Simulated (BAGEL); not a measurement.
# SiHClOF (SMILES O[Si](F)Cl): UHF/aug-cc-pVDZ (density fitting with qzvpp-jkfit)

Aim: the vertical electron affinity of SiHClOF at UHF/aug-cc-pVDZ (density fitting with qzvpp-jkfit), from 2 runs. 

Program for the calculation: BAGEL 1.2.2.

## Step 1: The system as given

SiHClOF: 5 atoms, total charge 0, spin state doublet. As SMILES, `O[Si](F)Cl`. The shape is that of a PBE0-D4/def2-TZVP optimisation. This is one conformer, not always the lowest.

Bond lengths: O1–Si2 1.630 Å, Si2–F3 1.596 Å, Si2–Cl4 2.040 Å, O1–H5 0.960 Å. Angles: O1–Si2–F3 109.7°, O1–Si2–Cl4 106.8°, F3–Si2–Cl4 108.8°, Si2–O1–H5 117.9°.

## Step 2: The energy at UHF/aug-cc-pVDZ (density fitting with qzvpp-jkfit)

The input, job.json:

```json
{ "bagel" : [

{
  "title" : "molecule",
  "basis" : "aug-cc-pvdz.json",
  "df_basis" : "qzvpp-jkfit",
  "angstrom" : true,
  "geometry" : [
    { "atom" : "O", "xyz" : [   -0.003500,    1.141300,   -0.013500 ] },
    { "atom" : "Si", "xyz" : [    0.078300,   -0.426700,    0.425700 ] },
    { "atom" : "F", "xyz" : [    0.979500,   -1.232100,   -0.616800 ] },
    { "atom" : "Cl", "xyz" : [   -1.825100,   -1.157700,    0.353200 ] },
    { "atom" : "H", "xyz" : [    0.820600,    1.601600,   -0.189800 ] }
  ]
},
{
  "title" : "uhf",
  "nopen" : 1
},
{
  "title" : "print",
  "file" : "orbitals.molden",
  "orbitals" : true
}

]}
```

The basis set aug-cc-pVDZ is read from a file made from the Basis Set Exchange's data (not shown).

Started as:

```
BAGEL_NUM_THREADS=1 BAGEL job.json > job.out
```

Log:

```text
* using 1 threads per process

  ===============================================================
  ===============================================================

  *** Geometry ***

  { "atom" : "O", "xyz" : [     -0.006614,      2.156744,     -0.025511 ] },
  { "atom" : "Si", "xyz" : [      0.147966,     -0.806346,      0.804456 ] },
  { "atom" : "F", "xyz" : [      1.850987,     -2.328332,     -1.165583 ] },
  { "atom" : "Cl", "xyz" : [     -3.448939,     -2.187736,      0.667451 ] },
  { "atom" : "H", "xyz" : [      1.550709,      3.026585,     -0.358670 ] },

  Number of auxiliary basis functions:      428

  Since a DF basis is specified, we compute 2- and 3-index integrals:
    o Being stored without compression. Storage requirement is 0.041 GB

  Number of basis functions:      109
  Number of electrons      :       49

    * METHOD: MOLECULE                             0.18

  *** Open-shell HF ***

  === Nuclear Repulsion ===
   217.6112504745

      * DIIS with orbital gradients will be used.

  === UHF iteration (aug-cc-pvdz.json) ===
      0       -923.09681102          0.03618783           0.14
      1       -923.31786747          0.02837332           0.14
      2       -923.40687327          0.01661292           0.15
      3       -923.46603208          0.00146950           0.14
      4       -923.46721244          0.00054277           0.14
      5       -923.46740725          0.00015221           0.14
      6       -923.46743984          0.00006709           0.14
      7       -923.46744638          0.00003097           0.13
      8       -923.46744936          0.00001202           0.14
      9       -923.46745007          0.00000521           0.14
     10       -923.46745016          0.00000265           0.14
     11       -923.46745018          0.00000104           0.14
     12       -923.46745018          0.00000039           0.14
     13       -923.46745018          0.00000019           0.14
     14       -923.46745018          0.00000010           0.14
     15       -923.46745018          0.00000005           0.14
     16       -923.46745018          0.00000003           0.14
     17       -923.46745018          0.00000001           0.14
     18       -923.46745018          0.00000001           0.14
    * SCF iteration converged.

    * S^2 (UHF) is 0.7537

    * Permanent dipole moment:
           (   -0.671730,    -0.526169,    -0.292349) a.u.

    * METHOD: UHF                                  2.83

    * METHOD: PRINT                                0.02

  ===============================================================
```

Wall time 3.3 s (1 thread of Arm Neoverse V2, shared host); peak memory 0.13 GiB.

## Step 3: The singlet anion, same level

The input, calc.json:

```json
{ "bagel": [

{
  "title": "molecule",
  "basis": "aug-cc-pvdz.json",
  "df_basis": "qzvpp-jkfit",
  "angstrom": true,
  "geometry": [
    { "atom": "O", "xyz": [   -0.003500,    1.141300,   -0.013500 ] },
    { "atom": "Si", "xyz": [    0.078300,   -0.426700,    0.425700 ] },
    { "atom": "F", "xyz": [    0.979500,   -1.232100,   -0.616800 ] },
    { "atom": "Cl", "xyz": [   -1.825100,   -1.157700,    0.353200 ] },
    { "atom": "H", "xyz": [    0.820600,    1.601600,   -0.189800 ] }
  ]
},
{ "title": "hf", "charge": -1 },
{ "title": "print", "file": "orbitals.molden", "orbitals": true }

]}
```

The basis set aug-cc-pVDZ is read from a file made from the Basis Set Exchange's data (not shown).

Started as:

```
BAGEL_NUM_THREADS=1 BAGEL calc.json > calc.out
```

Log:

```text
* using 1 threads per process

  ===============================================================
  ===============================================================

  *** Geometry ***

  { "atom" : "O", "xyz" : [     -0.006614,      2.156744,     -0.025511 ] },
  { "atom" : "Si", "xyz" : [      0.147966,     -0.806346,      0.804456 ] },
  { "atom" : "F", "xyz" : [      1.850987,     -2.328332,     -1.165583 ] },
  { "atom" : "Cl", "xyz" : [     -3.448939,     -2.187736,      0.667451 ] },
  { "atom" : "H", "xyz" : [      1.550709,      3.026585,     -0.358670 ] },

  Number of auxiliary basis functions:      428

  Since a DF basis is specified, we compute 2- and 3-index integrals:
    o Being stored without compression. Storage requirement is 0.041 GB

  Number of basis functions:      109
  Number of electrons      :       49

    * METHOD: MOLECULE                             0.17

  *** RHF ***

  === Nuclear Repulsion ===
   217.6112504745

      * DIIS with orbital gradients will be used.

  === RHF iteration (aug-cc-pvdz.json) ===
      0       -923.08073561          0.01833336           0.07
      1       -923.30825788          0.01498284           0.07
      2       -923.46788236          0.00182545           0.07
      3       -923.47296480          0.00062978           0.07
      4       -923.47376848          0.00022000           0.07
      5       -923.47390558          0.00009532           0.07
      6       -923.47392229          0.00003867           0.07
      7       -923.47392536          0.00001132           0.07
      8       -923.47392555          0.00000518           0.07
      9       -923.47392558          0.00000175           0.07
     10       -923.47392559          0.00000078           0.07
     11       -923.47392559          0.00000035           0.07
     12       -923.47392559          0.00000019           0.07
     13       -923.47392559          0.00000008           0.07
     14       -923.47392559          0.00000003           0.07
     15       -923.47392559          0.00000002           0.07
     16       -923.47392559          0.00000001           0.07
    * SCF iteration converged.

    * Permanent dipole moment:
           (    0.364442,    -0.439151,     1.235703) a.u.

    * METHOD: HF                                   1.30

    * METHOD: PRINT                                0.02

  ===============================================================
```

Wall time 1.7 s (1 thread of Arm Neoverse V2, shared host); peak memory 0.13 GiB.

## Step 4: Summary of results

At UHF/aug-cc-pVDZ (density fitting with qzvpp-jkfit):

| quantity | value |
| --- | --- |
| doublet SiHClOF: total energy | -923.46745 Eh |
| doublet SiHClOF: dipole moment | 2.29 D |
| doublet SiHClOF: ⟨S²⟩ | 0.754 |
| singlet anion: total energy | -923.47393 Eh |
| singlet anion: HOMO energy | -1.41 eV |
| singlet anion: LUMO energy | 4.11 eV |
| singlet anion: HOMO–LUMO gap (to an unbound level, set by the basis) | 5.53 eV |
| vertical electron affinity (to the singlet anion) | 0.176 eV |

In words: At fixed nuclei the extra electron is bound by 0.18 eV (4.1 kcal/mol).
